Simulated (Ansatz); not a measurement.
# BH5LiOSi: the cost of one run

Method: RKS B3LYP-D4/def2-SVP, in Ansatz 0.2.0.

## Step 1: The system as given

Bond lengths: Li1–B2 2.180 Å, B2–O3 1.421 Å, B2–Si4 2.011 Å, O3–H5 0.988 Å, O3–H6 0.966 Å, Si4–H7 1.500 Å, Si4–H8 1.463 Å, Si4–H9 1.464 Å. Angles: Li1–B2–O3 131.4°, Li1–B2–Si4 124.2°, O3–B2–Si4 104.4°, B2–O3–H5 119.2°, B2–O3–H6 126.3°, H5–O3–H6 114.5°, B2–Si4–H7 102.3°, B2–Si4–H8 114.8°, B2–Si4–H9 114.6°, H7–Si4–H8 107.6°, H7–Si4–H9 107.4°, H8–Si4–H9 109.4°.

Coordinates:

```xyz
9

Li   -2.4800    1.3232   -1.0239
B    -0.6093    0.6329   -0.1439
O     0.3572    1.3017    0.6544
Si    0.1146   -1.2326   -0.3482
H     1.1559    0.8069    0.9605
H     0.3232    2.2237    0.9417
H     1.3883   -1.1703    0.4417
H    -0.7190   -2.2826    0.2376
H     0.4691   -1.6028   -1.7199
```

## Step 2: Relaxing end A

Input file input.yaml:

```yaml
crystal:
  periodic: [false, false, false]
  atoms:
    - { symbol: Li, position_ang: [-2.47995, 1.32319, -1.0239] }
    - { symbol: B, position_ang: [-0.60929, 0.63287, -0.14392] }
    - { symbol: O, position_ang: [0.35715, 1.30171, 0.65442] }
    - { symbol: Si, position_ang: [0.11459, -1.23256, -0.34822] }
    - { symbol: H, position_ang: [1.15591, 0.80686, 0.96054] }
    - { symbol: H, position_ang: [0.32322, 2.22367, 0.94173] }
    - { symbol: H, position_ang: [1.3883, -1.1703, 0.44174] }
    - { symbol: H, position_ang: [-0.71899, -2.28265, 0.23755] }
    - { symbol: H, position_ang: [0.46906, -1.60279, -1.71994] }
total_charge: 1
basis:
  gaussian: { orbitals: def2-SVP }
hamiltonian:
  xc: b3lyp
  dispersion: d4
relax:
  f_tol: 0.015
  max_steps: 40
```

Command:

```
$ ansatz run input.yaml --threads 1 --pin off --max-ram 2048MiB --backend cpu --events-out ev --progress --plain --runs-dir out
```

What time and memory should one allow on 1 thread of Arm Neoverse V2, shared host?

About 37 s, with a peak of 0.15 GiB.
